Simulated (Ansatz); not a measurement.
# Cu: response to biaxial strain in the a-b plane

Aim: apply biaxial strain in the a-b plane to Cu from -3 to +1.5 %, where the length and tilt of c and the atoms relax, and follow energy, stress and any gap.

Program: Ansatz 0.2.0. Level of theory: DFT r2SCAN, scalar-relativistic, plane waves, PAW. These are calculated values, not measurements.

2 further runs of the same task are left out: 2 set aside as unsound or not needed.

**1. The system as given**

It takes space group P6_3/mmc (No. 194, hexagonal). Conventional cell: a = 2.529 Å, b = 2.529 Å, c = 8.264 Å, α = 90.00°, β = 90.00°, γ = 120.00°. Around Cu (site symmetry -3m) lie 12 Cu at 2.53 Å. Cu (site symmetry -6m2) is surrounded by 12 Cu at 2.53 Å.

Coordinates:

```
CELL_PARAMETERS angstrom
2.52934 0.00000 0.00000
-1.26467 2.19047 0.00000
0.00000 0.00000 8.26394
ATOMIC_POSITIONS crystal
Cu 0.00000 0.00000 0.00000
Cu 0.33333 0.66667 0.25000
Cu 0.00000 0.00000 0.50000
Cu 0.66667 0.33333 0.75000
```

It goes back to an entry of the Materials Project, which need not be the stable form.

It is the result of an earlier relaxation at this level (volume 11.45 Å³/atom; gap on the mesh: none (metal)).

The unstrained cell comes from an earlier run at this level (4 atoms, E(σ→0) -26524.9355 eV, gap none (metal)).

**2. At -1.5 %**

Contents of input.yaml:

```yaml
crystal:
  lattice:
    - [2.4913994174, 0.0, 0.0]
    - [-1.2456997087, 2.1576151865, 0.0]
    - [0.0, 0.0, 8.3383153076]
  atoms:
    - { symbol: Cu, position: [0.0, 0.0, 0.0] }
    - { symbol: Cu, position: [0.3333333333, 0.6666666667, 0.25] }
    - { symbol: Cu, position: [0.0, 0.0, 0.5] }
    - { symbol: Cu, position: [0.6666666667, 0.3333333333, 0.75] }
basis:
  ecutwfc: 500
kpoints:
  mp_grid: { grid: [24, 24, 6] }
hamiltonian:
  xc: r2scan
scf:
  occupations: { method: gaussian, width: 0.1 }
output:
  forces: true
  stress: true
  eigenvalues: true
relax:
  adjacent_minimum: "off"
  f_tol: 0.008
  max_steps: 40
  cell: { stress_tol: 0.015, fix: [a, b, gamma] }
```

Command:

```sh
ansatz run input.yaml --threads 1 --pin off --max-ram 2560MiB --backend cpu --events-out ev --progress --plain --runs-dir out
```

The session goes on with these runs: strain +1.5 %; the cell strained by -3.0 %.

What does the calculation give? Wanted: (1/V) d²E/dε², innermost pair; strain of the free axis c per applied strain.

The runs gave:

| quantity | value |
| --- | --- |
| largest energy cost | 23.0 meV/atom at -3.0 % |
| (1/V) d²E/dε², innermost pair | 665 GPa |
| strain of the free axis c per applied strain | -0.66 |

What this shows: The pair at ±1.5 % gives a curvature of 665 GPa, a rough value of twice the biaxial modulus; so few points cannot test it. On this cell's mesh the unstrained reference holds a stress of up to 0.21 GPa. The free axis c moves against the applied strain (factor -0.66).
